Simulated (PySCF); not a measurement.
# BeS: from the state search to spectroscopic constants

What are the lowest state that PBE0 finds, the bond length, vibrational wavenumber and bond energy of BeS, and how much do these hang on the method?

Method: Be def2-SVPD, S def2-SVPD, no relativity; program: PySCF 2.14.0.

## 1. Input

The job is set up so:

```
atoms                         : Be, S
charge                        : 0
basis                         : Be def2-SVPD, S def2-SVPD
Hamiltonian                   : no relativity
basis functions               : 39
electrons treated             : 20
masses in u                   : 9.0122, 31.9721
levels                        : PBE0, PBE, r²SCAN, B2PLYP, BLYP, PBEsol, ωB97X, HF, MP2, SCS-MP2, CCSD, CCSD(T)
grid                          : 80 radial by 434 angular points
occupations                   : held fixed by the projection of orbital angular momentum
dissociation limit            : Be + S, each in its ground configuration
starting distance in angstrom : 1.945
values of 2S to try           : 0, 2
```

On the command line:

```console
> OMP_NUM_THREADS=1 python dia.py task.json out
```

Further steps of the session: PBE0 along the bond; Other states along the same grid; PBE (GGA); r²SCAN; B2PLYP (double hybrid); BLYP (GGA); PBEsol; ωB97X (range-separated hybrid); RHF (mean field); Adding correlation.

What does the calculation give? Wanted: for each run, Re; ωe; De; μ.

As calculated:

Lowest PBE0 solution found, without spin–orbit coupling: ¹Σ⁺ (singlet), closed shell. State 2 has its PBE0 minimum 0.64 eV higher. State 3 has its PBE0 minimum 0.68 eV higher, as a spin-mixed determinant (⟨S²⟩ = 1.01), so this is no gap between pure states. The other levels ran on the lowest alone.

| level | Re (Å) | ωe (cm⁻¹) | De (eV) | μ (D) |
| --- | --- | --- | --- | --- |
| RHF | 1.744 | 1041 | 1.59 | -6.57 |
| RHF-MP2 | 1.784 | 948 | 3.07 | n/a |
| RHF-SCS-MP2 | 1.782 | 950 | 2.86 | n/a |
| RHF-CCSD | 1.776 | 960 | 2.27 | n/a |
| RHF-CCSD(T) | 1.791 | 921 | 2.49 | n/a |
| PBE | 1.772 | 958 | 3.67 | -5.14 |
| PBEsol | 1.770 | 964 | 3.93 | -5.21 |
| BLYP | 1.774 | 944 | 3.44 | -5.07 |
| r²SCAN | 1.763 | 986 | 3.65 | -5.57 |
| PBE0 | 1.756 | 999 | 3.41 | -5.60 |
| ωB97X | 1.748 | 1018 | 3.30 | -6.13 |
| B2PLYP | 1.769 | 961 | 3.22 | -6.01 |

De is counted to Be + S in their ground configurations. A positive dipole means Be(−)S(+).

**Reading.** Bond lengths run from 1.744 Å (RHF) to 1.791 Å (RHF-CCSD(T)). Among the levels with a De in the table, it runs from 1.59 eV (RHF) to 3.93 eV (PBEsol).

Correlated steps freeze 5 core orbitals. B2PLYP dipoles, levels and charges come from its SCF part alone. T1 is 0.027 near the minimum (highest on the curve 0.036), which may point to more than one leading configuration.
